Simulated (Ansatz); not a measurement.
# HF/def2-SVP (core potential) run of SnNH2F (SMILES [NH2][Sn][F])

What is the energy change on altering one bond length of SnNH2F at HF/def2-SVP (core potential)? 

The calculation is run with Ansatz 0.2.0.

69 further runs of the same task are left out: 69 set aside as unsound or not needed.

### Step 1. Starting point

SnNH2F has 5 atoms, charge 0, and is taken as a singlet. As SMILES, `[NH2][Sn][F]`. The shape is that of a PBE0-D4/def2-TZVP optimisation. This is one conformer, not always the lowest.

Bond lengths: N1–Sn2 2.003 Å, Sn2–F3 1.951 Å, N1–H4 1.008 Å, N1–H5 1.010 Å. Angles: N1–Sn2–F3 92.0°, Sn2–N1–H4 126.2°, Sn2–N1–H5 121.8°, H4–N1–H5 112.0°.

### Step 2. A single-point energy at HF/def2-SVP (core potential)

run.yaml reads:

```yaml
crystal:
  periodic: [false, false, false]
  atoms:
    - {symbol: "N", position_ang: [-0.302900, 0.495500, -0.393300]}
    - {symbol: Sn, position_ang: [0.338900, -0.053700, 1.423200]}
    - {symbol: F, position_ang: [0.966900, -1.775900, 0.754300]}
    - {symbol: H, position_ang: [-0.746800, 1.369300, -0.629100]}
    - {symbol: H, position_ang: [-0.206200, -0.108900, -1.196600]}
basis:
  gaussian:
    orbitals: def2-SVP
output: {orbitals: {seedname: orbitals}}
accuracy: high
hamiltonian:
  xc: hf
```

Run with:

```sh
ansatz run run.yaml --threads 1 --pin off --max-ram 3480MiB --events-out events.jsonl --progress --plain --runs-dir runs
```

Output:

```text
Warning: RAYON_NUM_THREADS=1 ignored (pool sized by the plan → 1); use --threads N
Functional definition: HF
  name "HF"
  exchange = exact_x
  correlation = 0
1479 factors; integrals over basis functions are off by at most 3.2e-9 eV
mean field evaluation 1: about -10018.5504 eV, gradient 4.3e1 eV
mean field evaluation 2: about -10018.6423 eV, gradient 4.3e1 eV
mean field evaluation 4: about -10022.4847 eV, gradient 2.1e0 eV
mean field evaluation 8: about -10022.5255 eV, gradient 1.7e-1 eV
mean field evaluation 16: about -10022.5256 eV, gradient 2.9e-8 eV
mean field -10022.52561279 eV, -368.3210227582 hartree, gradient 2.9e-8 eV, S^2 0.000000; 0 other end points of the search recorded, 0 dependent functions left out
reference -10022.52561279 eV, -368.3210227582 hartree; 20, 20 occupied and 44, 44 virtual orbitals, 1479 factors
Total energy: -10022.52561279 eV, -368.3210227582 hartree
```

It took 1.8 s on 1 thread of Arm Neoverse V1, shared host; peak memory 0.14 GiB.

### Step 3. The distorted shape at the same level

in.yaml reads:

```yaml
crystal:
  periodic: [false, false, false]
  atoms:
    - {symbol: "N", position_ang: [0.052220, -0.203541, -0.204660]}
    - {symbol: Sn, position_ang: [0.694020, -0.752741, 1.611840]}
    - {symbol: F, position_ang: [1.322020, -2.474941, 0.942940]}
    - {symbol: H, position_ang: [-0.746800, 1.369300, -0.629100]}
    - {symbol: H, position_ang: [0.148920, -0.807941, -1.007960]}
basis:
  gaussian:
    orbitals: def2-SVP
hamiltonian:
  xc: hf
accuracy: high
output: {orbitals: {seedname: orbitals}}
```

Run with:

```sh
ansatz run in.yaml --threads 1 --pin off --max-ram 3480MiB --events-out events.jsonl --progress --plain --runs-dir runs
```

Output:

```text
Warning: RAYON_NUM_THREADS=1 ignored (pool sized by the plan → 1); use --threads N
Functional definition: HF
  name "HF"
  exchange = exact_x
  correlation = 0
1480 factors; integrals over basis functions are off by at most 3.6e-9 eV
mean field evaluation 1: about -10012.7731 eV, gradient 4.5e1 eV
mean field evaluation 2: about -10012.8695 eV, gradient 4.5e1 eV
mean field evaluation 4: about -10017.8492 eV, gradient 4.0e0 eV
mean field evaluation 8: about -10017.9417 eV, gradient 5.2e-1 eV
mean field evaluation 16: about -10017.9448 eV, gradient 2.5e-8 eV
mean field -10017.94480129 eV, -368.1526810406 hartree, gradient 5.9e-8 eV, S^2 0.000000; 0 other end points of the search recorded, 0 dependent functions left out
reference -10017.94480129 eV, -368.1526810406 hartree; 20, 20 occupied and 44, 44 virtual orbitals, 1480 factors
Total energy: -10017.94480129 eV, -368.1526810406 hartree
```

It took 1.7 s on 1 thread of Arm Neoverse V1, shared host; peak memory 0.14 GiB.

### Step 4. Results

Level: HF/def2-SVP (core potential).

```
                                                         quantity          value
                                        first shape: total energy  -368.32102 Eh
                                         first shape: HOMO energy       -9.93 eV
                                         first shape: LUMO energy        0.97 eV
                                       first shape: HOMO–LUMO gap       10.90 eV
                                    distorted shape: total energy  -368.15268 Eh
                                     distorted shape: HOMO energy       -9.97 eV
                                     distorted shape: LUMO energy        0.89 eV
                                   distorted shape: HOMO–LUMO gap       10.86 eV
energy change with the N1–H4 bond stretched from 1.008 to 1.815 Å       4.581 eV
```

What this shows: With the N1–H4 bond stretched from 1.008 to 1.815 Å the energy rises by 4.58 eV (442 kJ/mol). The first shape isn't relaxed at this level, so the change isn't measured from a minimum. A restricted reference can't describe the breaking bond well at this length.
